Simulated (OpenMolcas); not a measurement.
# Ru³⁺ among point charges: CASSCF and CASPT2 levels and susceptibility, part 1 of 2

Aim: the splitting of the states of Ru³⁺ in the field of 4 point charges, its lowest levels with spin-orbit coupling and its magnetic susceptibility.

The numbers are computed with OpenMolcas 26.06 (state-averaged CASSCF and CASPT2, spin-orbit coupling by RASSI with atomic mean-field integrals), except any that are marked as measured or tabulated.

**1. Starting point**

- Species: Ru³⁺ (ruthenium, Z = 44, 41 electrons)
- Basis: ANO-RCC-VDZP [6s5p3d1f], 43 functions
- Scalar Hamiltonian: DKH2, point nucleus
- Inactive shells: 1s 2s 2p 3s 3p 3d 4s 4p
- Active space: 5 electrons in 5 orbitals (4d)
- Some configurations of this space: 4d5
- Orbitals: optimised for each spin and parity, averaged over all roots

Outer shells as boxes (Hund's rule):

4d5
```
4d [↑ ][↑ ][↑ ][↑ ][↑ ]
```

The ion sits among 4 point charges of -1.62 e arranged as a tetrahedron (Td), 1.78 Å from the ion.

The work runs as a chain of OpenMolcas steps in one folder; each step below is one input file. Labels, J, g values, rates, χT and fits are worked out afterwards by a script from the matrices that RASSI stores.

**2. GATEWAY and SEWARD: basis and integrals**

The input, a.inp:

```
&GATEWAY
Coord
1

Ru 0.0 0.0 0.0
Basis=ANO-RCC-VDZP
Group=NoSym
NoMove
AngMom=0.0 0.0 0.0
AMFI
XField
4 Angstrom 0
1.027683 1.027683 1.027683 -1.620000
1.027683 -1.027683 -1.027683 -1.620000
-1.027683 1.027683 -1.027683 -1.620000
-1.027683 -1.027683 1.027683 -1.620000
&SEWARD
```

On the command line:

```sh
$ OMP_NUM_THREADS=1 MOLCAS_MEM=1689 MOLCAS_PROJECT=a pymolcas a.inp > a.log
```

The log of the run:

```text
Basis set label: RU.ANO-RCC...6S5P3D1F.

      Electronic valence basis set:
      ------------------
      Associated Effective Charge  44.000000 au
      Associated Actual Charge     44.000000 au
      Nuclear Model: Point charge

      Shell  nPrim  nBasis  Cartesian Spherical Contaminant
         s      21       6        X
         p      18       5        X
         d      13       3                 X
         f       6       1                 X
                  Relativistic Douglas-Kroll-Hess integrals:
                    - DKH order of Hamiltonian: 2
                    - DKH order of Properties : 0
                  Atomic mean-field integrals
```

**3. CASSCF: sextets, 1 root**

The input, a.inp:

```
&RASSCF
FileOrb=start.orb
Symmetry=1
Spin=6
nActEl=5 0 0
Inactive=18
Ras2=5
CIRoot=1 1 1
SDav=1
CIMx=300
Iter=120 100
PrWF=0.3
OrbListing=Nothing
MaxOrb=0
>>> COPY $Project.JobIph JOB001
```

start.orb holds the contracted functions of the basis, ordered by shell, or the orbitals of the step before.

The log of the run:

```text
Wave function specifications:
      -----------------------------

      Number of closed shell electrons          36
      Number of electrons in active shells       5
      Max number of holes in RAS1 space          0
      Max nr of electrons in RAS3 space          0
      Number of inactive orbitals               18
      Number of active orbitals                  5
      Number of secondary orbitals              20
      Spin quantum number                      2.5
      State symmetry                             1
Orbital specifications:
      -----------------------

      Symmetry species                           1
                                                 a
      Frozen orbitals                            0
      Inactive orbitals                         18
      Active orbitals                            5
      RAS1 orbitals                              0
      RAS2 orbitals                              5
      RAS3 orbitals                              0
      Secondary orbitals                        20
      Deleted orbitals                           0
      Number of basis functions                 43
      Number of CSFs                             1
      Number of root(s) required                 1
      Iter CI   SX   CI       RASSCF       Energy    max ROT     max BLB   max BLB  Level Ln srch  Step   QN
          iter iter root      energy       change     param      element    value   shift minimum  type update
 Nr of preliminary CI iterations:   1
      Total energies have been shifted. Add                -4000.00 au
        1   1    7    1  -531.20489989    0.00E+00  -1.43E-01*  19  32 1  2.42E-01*  0.18   0.00    SX    NO
        2   1    7    1  -531.38325272   -1.78E-01*  3.78E-02   18  31 1  1.12E-01*  0.32   0.00    SX    NO
        3   1    7    1  -531.39449977   -1.12E-02* -9.16E-03   16  29 1 -1.39E-02*  0.28   0.00    SX    NO
        4   1    6    1  -531.39545170   -9.52E-04*  4.56E-03   18  31 1  6.44E-03*  0.29   0.00    SX    NO
        5   1    6    1  -531.39555185   -1.00E-04* -1.87E-03   18  31 1 -1.68E-03*  0.29   1.06    QN   YES
        6   1    6    1  -531.39556553   -1.37E-05*  3.26E-04   18  31 1 -5.08E-04*  0.29   1.19    QN   YES
        7   1    5    1  -531.39556601   -4.80E-07*  2.97E-05   18  31 1 -4.55E-05   0.29   1.05    QN   YES
        8   1    4    1  -531.39556602   -8.06E-09  -8.64E-06   19  32 1 -1.02E-05   0.29   1.27    QN   YES
      Convergence after  8 iterations
        9   1    4    1  -531.39556602   -5.32E-10  -8.64E-06   17  22 1 -1.58E-06   0.29   1.27    QN   YES
      Natural orbitals and occupation numbers for root  1
      sym 1:   1.000000   1.000000   1.000000   1.000000   1.000000
::    RASSCF root number  1 Total energy:  -4531.39556602
```

**4. Reference wave functions, quartets, 24 roots**

The input, a.inp:

```
&RASSCF
FileOrb=start.orb
Symmetry=1
Spin=4
nActEl=5 0 0
Inactive=18
Ras2=5
CIRoot=24 24 1
SDav=24
CIMx=300
Iter=120 100
PrWF=0.3
OrbListing=Nothing
MaxOrb=0
>>> COPY $Project.JobIph JOB002
```

The log of the run (excerpt; [...] marks lines left out):

```text
[...]
      Number of active orbitals                  5
[...]
      Spin quantum number                      1.5
[...]
      Active orbitals                            5
[...]
      Number of CSFs                            24
      Number of root(s) required                24
[...]
      Convergence after  7 iterations
[...]
      Natural orbitals and occupation numbers for root  1
      sym 1:   1.029408   0.174267   1.826960   0.980902   0.988463
      Natural orbitals and occupation numbers for root  2
      sym 1:   0.169175   0.989723   1.023691   0.985709   1.831702
      Natural orbitals and occupation numbers for root  3
      sym 1:   1.817773   1.040297   0.969740   0.183947   0.988243
::    RASSCF root number  1 Total energy:  -4531.28602234
::    RASSCF root number  2 Total energy:  -4531.28602234
::    RASSCF root number  3 Total energy:  -4531.28602234
[...]
::    RASSCF root number 21 Total energy:  -4531.19262520
::    RASSCF root number 22 Total energy:  -4531.18792220
::    RASSCF root number 23 Total energy:  -4531.18792220
::    RASSCF root number 24 Total energy:  -4531.18792220
```

**5. Reference wave functions, doublets, 75 roots**

The input, a.inp:

```
&RASSCF
FileOrb=start.orb
Symmetry=1
Spin=2
nActEl=5 0 0
Inactive=18
Ras2=5
CIRoot=75 75 1
SDav=75
CIMx=300
Iter=120 100
PrWF=0.3
OrbListing=Nothing
MaxOrb=0
>>> COPY $Project.JobIph JOB003
```

On the command line:

```sh
$ OMP_NUM_THREADS=1 MOLCAS_MEM=1689 MOLCAS_PROJECT=a pymolcas a.inp > a.log
```

The log of the run (excerpt; [...] marks lines left out):

```text
[...]
      Number of active orbitals                  5
[...]
      Spin quantum number                      0.5
[...]
      Active orbitals                            5
[...]
      Number of CSFs                            75
      Number of root(s) required                75
[...]
      Convergence after  7 iterations
[...]
      Natural orbitals and occupation numbers for root  1
      sym 1:   0.964555   0.204760   1.832323   0.224341   1.774020
      Natural orbitals and occupation numbers for root  2
      sym 1:   0.204607   0.964822   1.774218   0.224071   1.832282
      Natural orbitals and occupation numbers for root  3
      sym 1:   0.263040   0.262890   1.713864   0.906433   1.853774
::    RASSCF root number  1 Total energy:  -4531.24094629
::    RASSCF root number  2 Total energy:  -4531.24094629
::    RASSCF root number  3 Total energy:  -4531.24094629
[...]
::    RASSCF root number 27 Total energy:  -4531.18435466
::    RASSCF root number 28 Total energy:  -4531.18435466
::    RASSCF root number 29 Total energy:  -4531.18213391
::    RASSCF root number 30 Total energy:  -4531.18213391
```

**6. State interaction with spin-orbit coupling**

The input, a.inp:

```
&RASSI
NrOfJobIphs=3 1 24 75
1
1 2 3 4 5 6 7 8 9 10 11 12 13 14 15 16 17 18 19 20 21 22 23 24
1 2 3 4 5 6 7 8 9 10 11 12 13 14 15 16 17 18 19 20 21 22 23 24 25 26 27
28 29 30 31 32 33 34 35 36 37 38 39 40 41 42 43 44 45 46 47 48 49 50 51
52 53 54 55 56 57 58 59 60 61 62 63 64 65 66 67 68 69 70 71 72 73 74 75
IphNames
JOB001
JOB002
JOB003
EJob
SpinOrbit
DIPRint=1.0
SOCoupling=1000.0
Subsets=2
Property=9
'ANGMOM' 1 'ANGMOM' 2 'ANGMOM' 3 'MLTPL  1' 1 'MLTPL  1' 2 'MLTPL  1' 3
'AMFI' 1 'AMFI' 2 'AMFI' 3
SOProperty=3
'ANGMOM' 1 'ANGMOM' 2 'ANGMOM' 3
```

The log of the run:

```text
SPIN-FREE ENERGIES:
  (Shifted by EMIN (a.u.) =      -4531.3955660233)

 SF State       Relative EMIN(au)   Rel lowest level(eV)    D:o, cm**(-1)      L_eff

     1             0.0000000000        0.0000000000              0.0000         0.0
     2             0.1095436862        2.9808355548          24042.0601         3.4
     3             0.1095436862        2.9808355548          24042.0601         3.4
     4             0.1095436862        2.9808355548          24042.0601         3.4
     5             0.1182693227        3.2182722213          25957.1160         3.9
     6             0.1182693227        3.2182722213          25957.1160         3.9
     7             0.1182693227        3.2182722213          25957.1160         3.9
     8             0.1210916511        3.2950716879          26576.5455         4.0
     9             0.1219827025        3.3193184319          26772.1087         3.9
    10             0.1219827025        3.3193184319          26772.1087         3.9
    11             0.1446144390        3.9351593568          31739.2007         2.1
    12             0.1446144390        3.9351593568          31739.2007         2.1
    13             0.1446144390        3.9351593568          31739.2007         2.1
    14             0.1500680944        4.0835608808          32936.1397         2.0
    15             0.1500680944        4.0835608808          32936.1397         2.0
    16             0.1527608859        4.1568354694          33527.1391         2.1
    17             0.1527608859        4.1568354694          33527.1391         2.1
    18             0.1527608859        4.1568354694          33527.1391         2.1
    26             0.1546197347        4.2074173213          33935.1093         5.1
    27             0.1546197347        4.2074173213          33935.1093         5.1
    28             0.1546197347        4.2074173213          33935.1093         5.1
    29             0.1634623603        4.4480374221          35875.8413         5.4
    30             0.1647713239        4.4836561381          36163.1256         5.7
    31             0.1647713239        4.4836561381          36163.1256         5.7
    32             0.1647713239        4.4836561381          36163.1256         5.7
    33             0.1688411330        4.5944012842          37056.3454         5.6
    34             0.1688411330        4.5944012842          37056.3454         5.6
    35             0.1688411330        4.5944012842          37056.3454         5.6
    36             0.1711591800        4.6574785569          37565.0979         5.7
    37             0.1711591800        4.6574785569          37565.0979         5.7
    38             0.1734419282        4.7195952989          38066.1032         5.9
    39             0.1851173736        5.0373003530          40628.5673         3.9
    40             0.1851173736        5.0373003530          40628.5673         3.9
    41             0.1851173736        5.0373003530          40628.5673         3.9
    42             0.1920909395        5.2270607495          42159.0881         3.2
    43             0.1920909395        5.2270607495          42159.0881         3.2
    44             0.1977085386        5.3799234085          43392.0086         3.5
    45             0.1977085386        5.3799234085          43392.0086         3.5
    46             0.1977085386        5.3799234085          43392.0086         3.5
    19             0.2006232002        5.4592353908          44031.7029         3.0
Eigenvalues of complex Hamiltonian:
   -----------------------------------
  (Shifted by EMIN (a.u.) =      -4531.3955660233)

 SO State       Relative EMIN(au)   Rel lowest level(eV)    D:o, cm**(-1)     J-value

     1            -0.0010421939        0.0000000000              0.0000         2.0
     2            -0.0010421939        0.0000000000              0.0000         2.0
     3            -0.0010418924        0.0000082060              0.0662         2.4
     4            -0.0010418924        0.0000082060              0.0662         1.6
     5            -0.0010418924        0.0000082060              0.0662         1.4
     6            -0.0010418924        0.0000082060              0.0662         2.3
     7             0.1074575871        2.9524294493          23812.9494         2.2
     8             0.1074575871        2.9524294493          23812.9494         3.3
     9             0.1074575871        2.9524294493          23812.9494         3.4
    10             0.1074575871        2.9524294493          23812.9494         2.3
    11             0.1080371901        2.9682012518          23940.1576         2.8
    12             0.1080371901        2.9682012518          23940.1576         2.8
    13             0.1080499041        2.9685472151          23942.9480         3.2
    14             0.1080499041        2.9685472151          23942.9480         3.2
    15             0.1084678316        2.9799196017          24034.6725         3.2
    16             0.1084678316        2.9799196017          24034.6725         2.9
    17             0.1084678316        2.9799196017          24034.6725         3.0
    18             0.1084678316        2.9799196017          24034.6725         3.1
    19             0.1164603641        3.1974074908          25788.8306         3.8
    20             0.1164603641        3.1974074908          25788.8306         3.8
    21             0.1166045441        3.2013308305          25820.4745         3.3
    22             0.1166045441        3.2013308305          25820.4745         4.5
    23             0.1166045441        3.2013308305          25820.4745         4.5
    24             0.1166045441        3.2013308305          25820.4745         3.3
    25             0.1174299952        3.2237924984          26001.6400         3.0
    26             0.1174299952        3.2237924984          26001.6400         3.0
    27             0.1174299952        3.2237924984          26001.6400         3.2
    28             0.1174299952        3.2237924984          26001.6400         2.9
    29             0.1178463641        3.2351224724          26093.0224         2.2
    30             0.1178463641        3.2351224724          26093.0224         2.2
    31             0.1199062675        3.2911753006          26545.1190         3.4
    32             0.1199062675        3.2911753006          26545.1190         3.7
    33             0.1199062675        3.2911753006          26545.1190         3.7
    34             0.1199062675        3.2911753006          26545.1190         3.4
    35             0.1208504311        3.3168672994          26752.3389         3.5
    36             0.1208504311        3.3168672994          26752.3389         3.5
    37             0.1210477738        3.3222372697          26795.6507         3.7
    38             0.1210477738        3.3222372697          26795.6507         3.7
    39             0.1211635534        3.3253877912          26821.0613         3.4
    40             0.1211635534        3.3253877912          26821.0613         3.9
    41             0.1211635534        3.3253877912          26821.0613         3.4
Weights of the five most important spin-orbit-free states for each spin-orbit state.

 SO State  Total energy (au)           Spin-free states, spin, and weights
 -------------------------------------------------------------------------------------------------------
    1        -0.001042       1 2.5  0.9923   18 1.5  0.0015   16 1.5  0.0015   17 1.5  0.0015    3 1.5  0.0010
    2        -0.001042       1 2.5  0.9923   17 1.5  0.0015   18 1.5  0.0015   16 1.5  0.0015    4 1.5  0.0010
    3        -0.001042       1 2.5  0.9923   16 1.5  0.0024    3 1.5  0.0017   17 1.5  0.0012   18 1.5  0.0010
    4        -0.001042       1 2.5  0.9923   17 1.5  0.0021   18 1.5  0.0016    4 1.5  0.0014    2 1.5  0.0012
    5        -0.001042       1 2.5  0.9923   17 1.5  0.0020   18 1.5  0.0019    4 1.5  0.0014    2 1.5  0.0014
    6        -0.001042       1 2.5  0.9923   16 1.5  0.0023   18 1.5  0.0016    3 1.5  0.0016    2 1.5  0.0011
    7         0.107458       3 1.5  0.5939    4 1.5  0.2002    2 1.5  0.1509    5 1.5  0.0052   26 0.5  0.0052
    8         0.107458       4 1.5  0.5663    2 1.5  0.2837    3 1.5  0.0951   28 0.5  0.0067    6 1.5  0.0060
    9         0.107458       2 1.5  0.4792    4 1.5  0.4297    3 1.5  0.0362    6 1.5  0.0064   28 0.5  0.0049
   10         0.107458       3 1.5  0.5349    2 1.5  0.3463    4 1.5  0.0638    7 1.5  0.0064   26 0.5  0.0055
   11         0.108037       3 1.5  0.3294    2 1.5  0.3294    4 1.5  0.3294   14 1.5  0.0010   15 1.5  0.0010
   12         0.108037       2 1.5  0.3294    3 1.5  0.3294    4 1.5  0.3294   14 1.5  0.0010   15 1.5  0.0010
```

Time for these steps: 25 s (1 thread of Arm Neoverse V1, shared host).

Spin-free states, with their symmetry labels:

| state | degeneracy | E (cm-1) | free-ion L (%) |
| --- | --- | --- | --- |
| 6A1 | 1 | 0 | S (100) |
| 4T1 | 3 | 24042 | G (74) |
| 4T2 | 3 | 25957 | G (96) |
| 4A1 | 1 | 26577 | G (100) |
| 4E | 2 | 26772 | G (100) |
| 4T2 | 3 | 31739 | D (93) |
| 4E | 2 | 32936 | D (100) |
| 4T1 | 3 | 33527 | P (74) |
| 2T2 | 3 | 33935 | I (59) |
| 2A2 | 1 | 35876 | I (77) |
| 2T1 | 3 | 36163 | I (83) |
| 2T2 | 3 | 37056 | I (85) |
| 2E | 2 | 37565 | I (90) |
| 2A1 | 1 | 38066 | I (100) |
| 2T2 | 3 | 40629 | D (46) |
| 2E | 2 | 42159 | D (70) |
| 2T1 | 3 | 43392 | F (65) |
| 4A2 | 1 | 44032 | F (100) |
| 4T1 | 3 | 44540 | F (98) |
| 2T2 | 3 | 44860 | G (39) |
| 4T2 | 3 | 45573 | F (91) |
| 2A2 | 1 | 45608 | F (78) |
| 2T1 | 3 | 46356 | H (75) |
| 2E | 2 | 46843 | G (63) |

With spin-orbit coupling:

```csv
E (cm-1),Degeneracy,Label,2S+1,g
0.0,2,Γ7,6,3.33 3.33 3.33
0.1,4,Γ8,6,
23813,4,Γ8,4,
23940,2,Γ6,4,2.76 2.76 2.76
23943,2,Γ7,4,2.49 2.49 2.49
24035,4,Γ8,4,
25789,2,Γ6,4,2.83 2.83 2.83
25820,4,Γ8,4,
26002,4,Γ8,4,
26093,2,Γ7,4,0.95 0.95 0.95
26545,4,Γ8,4,
26752,2,Γ7,4,1.11 1.11 1.11
26796,2,Γ6,4,2.56 2.56 2.56
26821,4,Γ8,4,
30747,2,Γ7,4,2.44 2.44 2.44
30970,4,Γ8,4,
31339,4,Γ8,4,
31892,2,Γ7,4,0.62 0.62 0.62
31936,2,Γ6,4,0.11 0.11 0.11
32507,4,Γ8,4,
32957,2,Γ6,4,2.70 2.70 2.70
33529,4,Γ8,2,
33860,2,Γ6,4,2.15 2.15 2.15
34334,4,Γ8,4,
```

The table of states holds 24 of 43 computed; the rest, higher up, is left out. Principal g values are given for doublets only; a zero marks a field direction without first-order Zeeman splitting.

Powder χT (cm³ K/mol): 4.37 at 2 K, 4.37 at 5 K, 4.37 at 10 K, 4.37 at 20 K, 4.37 at 50 K, 4.37 at 100 K, 4.37 at 150 K, 4.37 at 200 K, 4.37 at 250 K, 4.37 at 300 K.

A ligand-field fit to the states below 45000 cm-1 gives 10Dq = -4671 cm-1, B = 873 cm-1 and C = 3564 cm-1 (C/B = 4.08), with a deviation of 112 cm-1.

Orbitals of the lowest block (energies include the constant potential of the surroundings):

| shell | space | energy (hartree) | mean occupation | ⟨r²⟩ (bohr²) |
| --- | --- | --- | --- | --- |
| 1s | inactive | -816.1875 | 2.000 | 0.00147 |
| 2s | inactive | -119.7857 | 2.000 | 0.0249 |
| 2p | inactive | -107.0378 | 6.000 | 0.0197 |
| 3s | inactive | -21.8666 | 2.000 | 0.183 |
| 3p | inactive | -17.5544 | 6.000 | 0.187 |
| 3d | inactive | -10.5965 | 10.000 | 0.175 |
| 4s | inactive | -2.8218 | 2.000 | 1.18 |
| 4p | inactive | -1.5023 | 6.000 | 1.42 |
| 4d | RAS2 |  | 5.000 | 2.59 |

(Continued in part 2 of 2.)
